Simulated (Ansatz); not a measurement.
# C2H9InO: a ladder of functionals and wavefunction methods

One table from this session's results is given with a row withheld; the runs are named, their logs left out.

Program: Ansatz 0.2.0, Gaussian basis. Level of theory: functionals in def2-TZVPP, the program's frozen cores in correlated methods. These are calculated values, not measurements.

Plan: LDA (SPW92), PBE-D4, revPBE-D4, BLYP-D4, r2SCAN-D4, B97M-V, PBE0-D4, B3LYP-D4, r2SCANh-D4, r2SCAN0-D4, HSE06-D4, BHLYP-D4, CAM-B3LYP-D4, LC-ωPBE, ωB97X-V, ωB97M-V, B2PLYP, PBE-QIDH; CCSD(T)/def2-SVP; CCSD(T)/def2-TZVPP; MP2/def2-QZVPP; extrapolation to the limit; RPA on PBE.

### The relaxed structure

An earlier PBE0-D4 in a triple-zeta def2 set relaxation fixed the geometry. In takes the def2 core potential; no spin-orbit term is included.

13 atoms, charge 0, spin multiplicity 1.

Atoms are counted from 1 here; the program's logs count them from 0.

Bond lengths: C1–In2 2.171 Å, C1–H5 1.093 Å, C1–H6 1.093 Å, C1–H7 1.093 Å, In2–C3 2.171 Å, In2–O4 2.469 Å, In2–H8 1.734 Å, C3–H9 1.093 Å, C3–H10 1.093 Å, C3–H11 1.093 Å, O4–H12 0.962 Å, O4–H13 0.962 Å. Angles: In2–C1–H5 110.2°, In2–C1–H6 111.5°, In2–C1–H7 111.3°, H5–C1–H6 107.5°, H5–C1–H7 107.2°, H6–C1–H7 108.9°, C1–In2–C3 118.5°, C1–In2–O4 91.5°, C1–In2–H8 120.0°, C3–In2–O4 91.4°, C3–In2–H8 120.0°, O4–In2–H8 99.1°, In2–C3–H9 110.2°, In2–C3–H10 111.5°, In2–C3–H11 111.3°, H9–C3–H10 107.5°, H9–C3–H11 107.2°, H10–C3–H11 109.0° and more.

Set-up of the first run:

Input file in.yaml:

```yaml
crystal:
  periodic: [false, false, false]
  atoms:
    - {symbol: C, position_ang: [-1.120780, 1.581063, -0.489970]}
    - {symbol: In, position_ang: [-0.297864, -0.411449, -0.749018]}
    - {symbol: C, position_ang: [1.828002, -0.705436, -0.419212]}
    - {symbol: O, position_ang: [-0.805032, -0.994411, 1.595947]}
    - {symbol: H, position_ang: [-1.077814, 2.133298, -1.432075]}
    - {symbol: H, position_ang: [-0.558433, 2.153117, 0.251949]}
    - {symbol: H, position_ang: [-2.169723, 1.540949, -0.186410]}
    - {symbol: H, position_ang: [-1.229971, -1.638592, -1.544104]}
    - {symbol: H, position_ang: [2.380845, -0.541156, -1.347677]}
    - {symbol: H, position_ang: [2.218117, -0.005117, 0.323450]}
    - {symbol: H, position_ang: [2.041817, -1.725839, -0.091682]}
    - {symbol: H, position_ang: [0.012913, -1.183716, 2.065753]}
    - {symbol: H, position_ang: [-1.201776, -0.237612, 2.038046]}
basis:
  gaussian: {orbitals: def2-TZVPP}
hamiltonian: {xc: lda}
output: {orbitals: {seedname: orbitals}}
```

Among the steps run: LDA; PBE-D4 (GGA); revPBE-D4 (GGA); BLYP-D4 (GGA); r2SCAN-D4 (meta-GGA); B97M-V (meta-GGA); PBE0-D4 (hybrid); B3LYP-D4 (hybrid); r2SCANh-D4 (hybrid); r2SCAN0-D4 (hybrid); HSE06-D4 (hybrid); BHLYP-D4 (hybrid); CAM-B3LYP-D4 (range-separated); LC-ωPBE-D4 (range-separated; the results give it without D4); ωB97X-V (range-separated); ωB97M-V (range-separated); B2PLYP (double hybrid); PBE-QIDH (double hybrid).

One table of the session follows, with a row left open; its other results are not shown here.

It belongs to the step «Orbital energies across the functionals». 

| functional | HOMO (eV) | gap (eV) |
| --- | --- | --- |
| LDA (SPW92) | -5.84 | 4.40 |
| PBE-D4 | -5.66 | 4.37 |
| revPBE-D4 | -5.59 | 4.39 |
| BLYP-D4 | -5.51 | 4.19 |
| r2SCAN-D4 | -5.87 | 5.17 |
| B97M-V | -5.92 | 4.80 |
| PBE0-D4 | -6.81 | 6.34 |
| B3LYP-D4 | -6.59 | 5.77 |
| r2SCANh-D4 | -6.31 | 5.85 |
| r2SCAN0-D4 | -6.96 | 6.86 |
| HSE06-D4 | -6.41 | 5.59 |
| BHLYP-D4 | -7.85 | 7.97 |
| CAM-B3LYP-D4 | -8.13 | 8.38 |
| LC-ωPBE | -9.49 | 10.93 |
| ωB97X-V | ? | ? |
| ωB97M-V | -9.01 | 9.83 |

Estimate the missing values for ωB97X-V.

The run gave: HOMO (eV): -9.12; gap (eV): 10.39. In the column «HOMO (eV)» it lies between LC-ωPBE (-9.49) and ωB97M-V (-9.01).
